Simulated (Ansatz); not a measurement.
**GeH3S radical: up Jacob's ladder to CCSD(T)**

Aim: compute GeH3S radical with functionals from several rungs and with coupled cluster. The yardstick is the atomisation energy at the CCSD(T) limit.

Method: functionals in def2-TZVPP, the program's frozen cores in correlated methods; program: Ansatz 0.2.0, Gaussian basis.

The runs, in order: LDA (SPW92), PBE-D4, revPBE-D4, BLYP-D4, r2SCAN-D4, B97M-V, PBE0-D4, B3LYP-D4, r2SCANh-D4, r2SCAN0-D4, HSE06-D4, BHLYP-D4, CAM-B3LYP-D4, LC-ωPBE, ωB97X-V, ωB97M-V, B2PLYP, PBE-QIDH; CCSD(T)/def2-SVP; CCSD(T)/def2-TZVPP; CCSD(T)/def2-QZVPP; extrapolation to the limit; RPA on PBE.

## 1. The relaxed structure

All runs share one geometry, relaxed beforehand with PBE0-D4 in a triple-zeta def2 set.

SMILES `[S][GeH3]`, 5 atoms, charge 0, spin multiplicity 2.

Atoms are counted from 1 here; the program's logs count them from 0.

Bond lengths: S1–Ge2 2.210 Å, Ge2–H3 1.536 Å, Ge2–H4 1.538 Å, Ge2–H5 1.536 Å. Angles: S1–Ge2–H3 110.7°, S1–Ge2–H4 104.4°, S1–Ge2–H5 110.7°, H3–Ge2–H4 110.3°, H3–Ge2–H5 110.4°, H4–Ge2–H5 110.3°.

## 2. LDA

This LDA is Slater exchange with PW92 correlation.

in.yaml reads:

```yaml
crystal:
  periodic: [false, false, false]
  atoms:
    - {symbol: S, position_ang: [1.402005, -0.324443, 1.480529]}
    - {symbol: Ge, position_ang: [-0.107814, 0.003266, -0.099657]}
    - {symbol: H, position_ang: [-1.018532, 1.187498, 0.257322]}
    - {symbol: H, position_ang: [0.717750, 0.325854, -1.356389]}
    - {symbol: H, position_ang: [-0.943609, -1.265875, -0.323206]}
basis:
  gaussian: {orbitals: def2-TZVPP}
magnetization: {spin_polarized: true, initial_magnetization: 1}
hamiltonian: {xc: lda}
output: {orbitals: {seedname: orbitals}}
```

Launch:

```bash
> ansatz run in.yaml --threads 2 --pin off --events-out ev --progress --plain --max-ram 32768MiB --backend cpu
```

After this run come: PBE-D4 (GGA); revPBE-D4 (GGA); BLYP-D4 (GGA); r2SCAN-D4 (meta-GGA); B97M-V (meta-GGA); PBE0-D4 (hybrid); B3LYP-D4 (hybrid); r2SCANh-D4 (hybrid); r2SCAN0-D4 (hybrid); HSE06-D4 (hybrid); BHLYP-D4 (hybrid); CAM-B3LYP-D4 (range-separated); LC-ωPBE (range-separated); ωB97X-V (range-separated); ωB97M-V (range-separated); B2PLYP (double hybrid); PBE-QIDH (double hybrid); CCSD(T) in def2-SVP; CCSD(T) in def2-TZVPP; CCSD(T) in def2-QZVPP; RPA on PBE orbitals.

**Question.** What will the summary of the whole plan be? Wanted: atomisation energy, CCSD(T)/CBS; farthest beyond LDA; mean size of error, GGA; mean size of error, meta-GGA; mean size of error, hybrid; mean size of error, range-separated; mean size of error, double hybrid; gap, smallest and largest; T1 diagnostic.

**Answer**, as computed:

| quantity | value |
| --- | --- |
| atomisation energy, CCSD(T)/CBS | 12.292 eV |
| functionals within 0.123 eV (1.0 %) | PBE-D4, r2SCAN-D4, B3LYP-D4, r2SCANh-D4, r2SCAN0-D4, CAM-B3LYP-D4, ωB97M-V |
| farthest beyond LDA | revPBE-D4 (-0.355 eV) |
| mean size of error, GGA | 0.236 eV |
| mean size of error, meta-GGA | 0.199 eV |
| mean size of error, hybrid | 0.130 eV |
| mean size of error, range-separated | 0.137 eV |
| mean size of error, double hybrid | 0.223 eV |
| gap, smallest and largest | 0.00 eV (LDA (SPW92)), 8.18 eV (LC-ωPBE) |
| T1 diagnostic | 0.0128 |
| triples share of the correlation energy | 3.6 % |

In words: The LDA atomisation energy is off by 1.595 eV (13 %): it overbinds. PBE-D4 misses by -0.118 eV. Double hybrids carry the basis error of their MP2 part in triple zeta, and no dispersion term here, so their miss is partly the set-up's. Taken by rung, hybrid functionals do best (0.130 eV on average) and GGA ones worst beyond LDA (0.236 eV). The gap between the best rungs is small, so their order is not settled. Misses under about 0.123 eV are within the doubt on the reference itself, which lacks core-valence correlation, relativity and higher excitations, and its outer-core shells are covered unevenly. Hartree-Fock recovers 72 % of the binding; the rest is correlation. CCSD(T) in def2-SVP is off by -0.974 eV, more than most functionals: a good method in a small basis is no reference. The gap grows from 0.0 to 8.2 eV across the functionals, mostly with the share of exact exchange. A negative gap means that an empty level lies below a filled one: whole occupations of an open shell aren't an aufbau state there. Correlated methods include outer-core shells of Ge, which these sets cover unevenly.
